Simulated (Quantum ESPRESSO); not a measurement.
Ta3AsAu2O13:

```
Ta As Au O
1.0
     5.45204    0.00000    0.00000
    -2.72602    4.72161    0.00000
     0.00000    0.00000    9.57902
Ta As Au O
3 1 2 13
Direct
  0.00000 0.00000 0.19408
  0.00000 0.00000 0.80592
  0.66667 0.33333 0.00000
  0.00000 0.00000 0.50000
  0.33333 0.66667 0.27428
  0.33333 0.66667 0.72572
  0.00000 0.00000 0.00000
  0.23947 0.97129 0.36402
  0.02871 0.26818 0.36402
  0.73182 0.76053 0.36402
  0.23947 0.97129 0.63598
  0.02871 0.26818 0.63598
  0.73182 0.76053 0.63598
  0.38452 0.33425 0.85844
  0.66575 0.05026 0.85844
  0.94974 0.61548 0.85844
  0.38452 0.33425 0.14156
  0.66575 0.05026 0.14156
  0.94974 0.61548 0.14156
```

The cell was built by a generator and needn't be a form met in nature.

Base run:

* Program: Quantum ESPRESSO 7.5
* Functional: PBEsol
* Potentials or basis: SG15 PBE 1.2
* Cutoff: 1197 eV
* Density cutoff: 4789 eV
* k mesh: 4 × 4 × 2
* Occupations: fermi-dirac, width 0.05 eV
* Spin: no spin polarisation

Its results: band gap on the k mesh none (metal or under the smearing width); pressure -5.9 GPa; largest force 0.465 eV/Å.

Task: After a change of settings the same cell gave: band gap on the k mesh none (metal or under the smearing width); pressure -11.0 GPa; largest force 0.676 eV/Å. Which change was it?
A. functional from PBEsol to PBE; potentials or basis from SG15 PBE 1.2 to PseudoDojo 0.4.1 SR PBE standard; cutoff from 1197 eV to 1143 eV; density cutoff from 4789 eV to 4572 eV; valence electrons from 202 to 170
B. functional from PBEsol to LDA
C. functional from PBEsol to PBE; potentials or basis from SG15 PBE 1.2 to SSSP 1.3 efficiency PBE; cutoff from 1197 eV to 816 eV; density cutoff from 4789 eV to 5987 eV; valence electrons from 202 to 160

Result: B.

LDA binds more tightly than PBEsol, so the same cell stands under less pressure.

Caveats: the potentials were made for another functional, which shifts forces and pressure; some levels on the path didn't converge.

Not every run made on this cell is shown here.
